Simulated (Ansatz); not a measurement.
# Ti3Al: a relaxation

The task: find the equilibrium cell of Ti3Al.

Program: Ansatz 0.2.0. Level of theory: DFT r2SCAN, scalar-relativistic, plane waves, PAW. These are calculated values, not measurements.

2 further runs of the same task are left out: 2 set aside as unsound or not needed.

### 1 The structure to begin with

It takes space group Fm-3m (No. 225, cubic). The conventional cell has a = 6.464 Å, b = 6.464 Å, c = 6.464 Å, α = 90.00°, β = 90.00°, γ = 90.00°. Ti (site symmetry -43m) has 4 Ti at 2.80 Å and 4 Al at 2.80 Å as nearest neighbours. Around Ti (site symmetry m-3m) lie 8 Ti at 2.80 Å. Around Al (site symmetry m-3m) lie 8 Ti at 2.80 Å.

As a file:

```
Ti Al
1.0
     0.00000    3.23178    3.23178
     3.23178    0.00000    3.23178
     3.23178    3.23178    0.00000
Ti Al
3 1
Direct
  0.75000 0.75000 0.75000
  0.25000 0.25000 0.25000
  0.00000 0.00000 0.00000
  0.50000 0.50000 0.50000
```

Source of the structure: the Materials Project (structure only).

(A quick probe on a coarse mesh, which set the mesh and smearing, is not shown.)

### 3 Relaxing cell and atoms

Contents of input.yaml:

```yaml
crystal:
  lattice:
    - [0.0, 3.231781, 3.231781]
    - [3.231781, 0.0, 3.231781]
    - [3.231781, 3.231781, 0.0]
  atoms:
    - { symbol: Ti, position: [0.75, 0.75, 0.75], spin: 0.33 }
    - { symbol: Ti, position: [0.25, 0.25, 0.25], spin: 0.33 }
    - { symbol: Ti, position: [0.0, 0.0, 0.0], spin: 1.5 }
    - { symbol: Al, position: [0.5, 0.5, 0.5] }
basis:
  ecutwfc: 500
kpoints:
  mp_grid: { grid: [12, 12, 12] }
hamiltonian:
  xc: r2scan
scf:
  occupations: { method: gaussian, width: 0.1 }
output:
  forces: true
  stress: true
  eigenvalues: true
  populations: true
magnetization:
  spin_polarized: true
relax:
  adjacent_minimum: "off"
  f_tol: 0.005
  max_steps: 80
  cell: { stress_tol: 0.05 }
```

Launch:

```console
ansatz run input.yaml --threads 1 --pin off --max-ram 2560MiB --backend cpu --events-out ev --progress --plain --runs-dir out
```

Q: Predict the outcome of this session. Wanted: relaxed cell; volume; formation energy; total moment; gap on the mesh.

The runs gave:

| quantity | value |
| --- | --- |
| relaxed cell (conventional) | a = 6.461 Å, b = 6.461 Å, c = 6.461 Å, α = 90.00°, β = 90.00°, γ = 90.00° |
| space group (0.01 Å) | Fm-3m (No. 225) |
| volume | 16.85 Å³/atom |
| formation energy (elements from runs with the same settings, not shown) | -0.24 eV/atom |
| total moment | 2.44 μB/cell |
| gap on the mesh | none (metal) |

In words: Relaxation left the volume within 0.5 % of the start. The magnetic state reached may not be the lowest one.
